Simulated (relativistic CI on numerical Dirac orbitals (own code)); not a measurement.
**Fe⁹⁺: one ion under different settings**

How much do the settings matter for Fe⁹⁺? One ion, several inputs.

Method: Dirac-Coulomb-Breit CI, KLI orbitals optimised for each configuration, model QED (radiative potential, 1s self-energy scaled to tabulated hydrogen-like ionisation energies), numerical settings as typed. Code: relativistic CI on numerical Dirac orbitals (own code) version 3.

## Step 1: Starting point

| Property | Result |
| --- | --- |
| ion | Fe⁹⁺ (Fe X) |
| nuclear charge | 26 |
| electrons | 17 |
| isotope | A = 56 |

## Step 2: Usual settings

Input settings:

```ini
atom Fe  Z=26  charge=9  electrons=17
nucleus A=56  rms_radius_fm=3.7377
hamiltonian dirac-coulomb  breit=on  qed=on  c_scale=1
orbitals kli  potential=per-configuration
slater_scale 1
correlation none
mixing on
grid step=0.0125 r_max=10.3
scf mixing=0.4 start=green max_iterations=150 tolerance=2e-08 node_fill=0.05
configurations
  [Ne] 3s2 3p5
end
```

Run with:

```sh
$ python run_levels.py task.json out
```

The settings of every run stand in task.json; they run in order.

## Step 3: Iteration limit 30

The settings differ from step 2 so:

```diff
@@ -8,3 +8,3 @@
 grid step=0.0125 r_max=10.3
-scf mixing=0.4 start=green max_iterations=150 tolerance=2e-08 node_fill=0.05
+scf mixing=0.4 start=green max_iterations=30 tolerance=2e-08 node_fill=0.05
 configurations
```

## Step 4: Node fill 0.5

The settings differ from step 3 so:

```diff
@@ -8,3 +8,3 @@
 grid step=0.0125 r_max=10.3
-scf mixing=0.4 start=green max_iterations=30 tolerance=2e-08 node_fill=0.05
+scf mixing=0.4 start=green max_iterations=150 tolerance=2e-08 node_fill=0.5
 configurations
```

## Step 5: Potential mixing 0.05

The settings differ from step 4 so:

```diff
@@ -8,3 +8,3 @@
 grid step=0.0125 r_max=10.3
-scf mixing=0.4 start=green max_iterations=150 tolerance=2e-08 node_fill=0.5
+scf mixing=0.05 start=green max_iterations=150 tolerance=2e-08 node_fill=0.05
 configurations
```

## Step 6: Potential mixing 0.1

The settings differ from step 5 so:

```diff
@@ -8,3 +8,3 @@
 grid step=0.0125 r_max=10.3
-scf mixing=0.05 start=green max_iterations=150 tolerance=2e-08 node_fill=0.05
+scf mixing=0.1 start=green max_iterations=150 tolerance=2e-08 node_fill=0.05
 configurations
```

## Step 7: Slater scale 0

Input settings:

```ini
atom Fe  Z=26  charge=9  electrons=17
nucleus A=56  rms_radius_fm=3.7377
hamiltonian dirac-coulomb  breit=on  qed=on  c_scale=1
orbitals kli  potential=per-configuration
slater_scale 0
correlation none
mixing on
grid step=0.0125 r_max=10.3
scf mixing=0.4 start=green max_iterations=59 tolerance=2e-08 node_fill=0.05
configurations
  [Ne] 3s2 3p5
end
```

## Step 8: Potential mixing 1.3

Input settings:

```ini
atom Fe  Z=26  charge=9  electrons=17
nucleus A=56  rms_radius_fm=3.7377
hamiltonian dirac-coulomb  breit=on  qed=on  c_scale=1
orbitals kli  potential=per-configuration
slater_scale 1
correlation none
mixing on
grid step=0.0125 r_max=10.3
scf mixing=1.3 start=green max_iterations=70 tolerance=2e-08 node_fill=0.05
configurations
  [Ne] 3s2 3p5
end
```

(Steps that only read results are left out.)

**Question.** What will these runs give? Wanted: lowest level, usual settings; total energy; first excitation.

**Answer**, as computed:

| setting | total energy less usual (Ha) | largest shift of a level among the lowest eight of both runs, same label and place (cm⁻¹) | SCF iterations | time | lowest level | kind of change |
| --- | --- | --- | --- | --- | --- | --- |
| usual | 0 | 0 | 10 | 0.08 s | 3p5 2P°3/2 | - |
| iteration limit 30 | 0 | 0 | 10 | 0.08 s | 3p5 2P°3/2 | numerical |
| node fill 0.5 | 0.00894 | 114 | 10 | 0.075 s | 3p5 2P°3/2 | numerical |
| potential mixing 0.05 | 0 | 0 | 11 | 0.079 s | 3p5 2P°3/2 | numerical |
| potential mixing 0.1 | 0 | 0 | 11 | 0.075 s | 3p5 2P°3/2 | numerical |
| Slater scale 0 | 0.000113 | 74.3 | 10 | 0.079 s | 3p5 2P°3/2 | unsound |
| potential mixing 1.3 | 0 | 0 | 9 | 0.076 s | 3p5 2P°3/2 | extreme, harmless here |

```
                    quantity          value
lowest level, usual settings     3p5 2P°3/2
                total energy  -1242.0017 Ha
            first excitation   15865.4 cm⁻¹
```

What this shows: Among the runs whose levels can be followed, they move most under «node fill 0.5» (numerical), by up to 114 cm⁻¹. No visible change in the result comes from «iteration limit 30» or «potential mixing 0.05» or «potential mixing 0.1». Only the listed configurations are in the model.
